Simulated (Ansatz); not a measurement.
# CuSe: the cost of one run

Method: DFT PBEsol, scalar-relativistic, plane waves, PAW, in Ansatz 0.2.0.

1 further run of the same task is left out (it didn't finish).

**1. The starting structure**

Symmetry: P6_3/mmc, No. 194, hexagonal system. The conventional cell has a = 3.814 Å, b = 3.814 Å, c = 5.167 Å, α = 90.00°, β = 90.00°, γ = 120.00°. Around Cu (site symmetry -3m) lie 6 Se at 2.55 Å and 2 Cu at 2.58 Å. Se (site symmetry -6m2) is surrounded by 6 Cu at 2.55 Å.

Structure file:

```
Cu Se
1.0
     3.81417    0.00000    0.00000
    -1.90708    3.30317    0.00000
     0.00000    0.00000    5.16727
Cu Se
2 2
Direct
  0.00000 0.00000 0.00000
  0.00000 0.00000 0.50000
  0.33333 0.66667 0.25000
  0.66667 0.33333 0.75000
```

An earlier run at PBEsol left this cell at 16.275 Å³/atom and -0.02 GPa (10×10×6 mesh).

The changes: atom 1 (Cu) moved 0.12 Å along z; strain e3 = +0.01, atoms carried along.

**2. Atom 1 (Cu) moved 0.12 Å along z**

The input, input.yaml:

```yaml
crystal:
  lattice:
    - [3.814168988, 0.0, 0.0]
    - [-1.907084494, 3.3031672379, 0.0]
    - [0.0, 0.0, 5.1672733944]
  atoms:
    - { symbol: Cu, position: [0.0, 0.0, 0.0232230793], spin: 0.05 }
    - { symbol: Cu, position: [0.0, 0.0, 0.5], spin: 0.05 }
    - { symbol: Se, position: [0.3333333333, 0.6666666667, 0.25] }
    - { symbol: Se, position: [0.6666666667, 0.3333333333, 0.75] }
basis:
  ecutwfc: 420
  ecutrho_ratio: 4
kpoints:
  mp_grid: { grid: [10, 10, 6] }
hamiltonian:
  xc: pbesol
scf:
  occupations: { method: gaussian, width: 0.05 }
  lower_state_search: "off"
output:
  forces: true
  stress: true
  eigenvalues: true
  populations: true
magnetization:
  spin_polarized: true
checkpoint:
  read: start.run
  write: ck
  compress: false
  write_wavefunctions: false
  write_every: 100000
```

start.run holds the converged state of the cell before the atoms were moved.

On the command line:

```console
$ ansatz run input.yaml --threads 4 --pin off --max-ram 4096MiB --backend cpu --events-out ev --progress --plain --runs-dir out
```

What time and memory should one allow on 4 threads of an x86-64 CPU, shared host?

About 12 s, with a peak of 0.66 GiB.
